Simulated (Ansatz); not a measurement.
# ClF4HOW: a ladder of functionals and wavefunction methods

One table from this session's results is given with a row withheld; the runs are named, their logs left out.

Computed with Ansatz 0.2.0, Gaussian basis. Level: functionals in def2-TZVPP, the program's frozen cores in correlated methods.

Levels to be run: LDA (SPW92), PBE-D4, revPBE-D4, BLYP-D4, r2SCAN-D4, B97M-V, PBE0-D4, B3LYP-D4, r2SCANh-D4, r2SCAN0-D4, HSE06-D4, BHLYP-D4, CAM-B3LYP-D4, LC-ωPBE, ωB97X-V, ωB97M-V, B2PLYP, PBE-QIDH; CCSD(T)/def2-SVP; MP2/def2-TZVPP; MP2/def2-QZVPP; RPA on PBE.

**The relaxed structure**

An earlier PBE0-D4 in a triple-zeta def2 set relaxation fixed the geometry. W takes the def2 core potential; no spin-orbit term is included.

SMILES `[OH][W]([F])([F])([F])([F])[Cl]`, 8 atoms, charge 0, spin multiplicity 1.

Atoms are counted from 1 here; the program's logs count them from 0.

Bond lengths: O1–W2 1.836 Å, O1–H8 0.959 Å, W2–F3 1.847 Å, W2–F4 1.847 Å, W2–F5 1.845 Å, W2–F6 1.862 Å, W2–Cl7 2.269 Å. Angles: W2–O1–H8 142.7°, O1–W2–F3 92.6°, O1–W2–F4 92.5°, O1–W2–F5 172.0°, O1–W2–F6 86.9°, O1–W2–Cl7 94.4°, F3–W2–F4 174.8°, F3–W2–F5 87.4°, F3–W2–F6 89.7°, F3–W2–Cl7 90.2°, F4–W2–F5 87.4°, F4–W2–F6 89.7°, F4–W2–Cl7 90.2°, F5–W2–F6 85.1°, F5–W2–Cl7 93.6°, F6–W2–Cl7 178.7°.

The first run:

The input, in.yaml:

```yaml
crystal:
  periodic: [false, false, false]
  atoms:
    - {symbol: O, position_ang: [-0.398659, -1.432869, 0.401801]}
    - {symbol: W, position_ang: [0.122902, 0.247923, -0.120257]}
    - {symbol: F, position_ang: [1.397573, 0.356102, 1.211373]}
    - {symbol: F, position_ang: [-1.123996, 0.301561, -1.481181]}
    - {symbol: F, position_ang: [0.469497, 2.024336, -0.479976]}
    - {symbol: F, position_ang: [-1.155915, 0.903174, 1.063848]}
    - {symbol: Cl, position_ang: [1.693950, -0.501730, -1.576004]}
    - {symbol: H, position_ang: [-1.005363, -1.898498, 0.980397]}
basis:
  gaussian: {orbitals: def2-TZVPP}
hamiltonian: {xc: lda}
output: {orbitals: {seedname: orbitals}}
```

Command:

```sh
ansatz run in.yaml --threads 4 --pin off --events-out ev --progress --plain --max-ram 11315MiB
```

Among the steps run: LDA; PBE-D4 (GGA); revPBE-D4 (GGA); BLYP-D4 (GGA); r2SCAN-D4 (meta-GGA); B97M-V (meta-GGA); PBE0-D4 (hybrid); B3LYP-D4 (hybrid); r2SCANh-D4 (hybrid); r2SCAN0-D4 (hybrid); HSE06-D4 (hybrid); BHLYP-D4 (hybrid); CAM-B3LYP-D4 (range-separated); LC-ωPBE (range-separated); ωB97X-V (range-separated); ωB97M-V (range-separated); B2PLYP (double hybrid); PBE-QIDH (double hybrid).

One table of the session follows, with a row left open; its other results are not shown here.

It belongs to the step «Frontier levels by functional». 

```
  functional  HOMO (eV)  LUMO (eV)  gap (eV)
 LDA (SPW92)      -8.76      -4.95      3.80
      PBE-D4      -8.55      -4.71      3.84
   revPBE-D4      -8.48      -4.62      3.86
     BLYP-D4      -8.41      -4.64      3.78
   r2SCAN-D4      -8.98      -4.79      4.19
      B97M-V      -9.07      -4.78      4.30
     PBE0-D4     -10.10      -4.17      5.93
    B3LYP-D4          ?          ?         ?
  r2SCANh-D4      -9.54      -4.57      4.98
  r2SCAN0-D4     -10.39      -4.21      6.18
    HSE06-D4      -9.69      -4.54      5.15
    BHLYP-D4     -11.49      -3.46      8.03
CAM-B3LYP-D4     -11.47      -3.14      8.33
     LC-ωPBE     -12.83      -1.94     10.89
     ωB97X-V     -12.47      -2.02     10.45
     ωB97M-V     -12.34      -2.03     10.30
```

**Question.** Estimate the row for B3LYP-D4.

Worked estimate for «HOMO (eV)». Against the share of exact exchange, BLYP-D4 (0, -8.41), BHLYP-D4 (0.5, -11.49) give a slope of -6.16 per unit share; at 0.2 the line stands at -9.64.

The run gave: HOMO (eV): -9.82; LUMO (eV): -4.39; gap (eV): 5.43. In «HOMO (eV)» the line misses by +0.18.
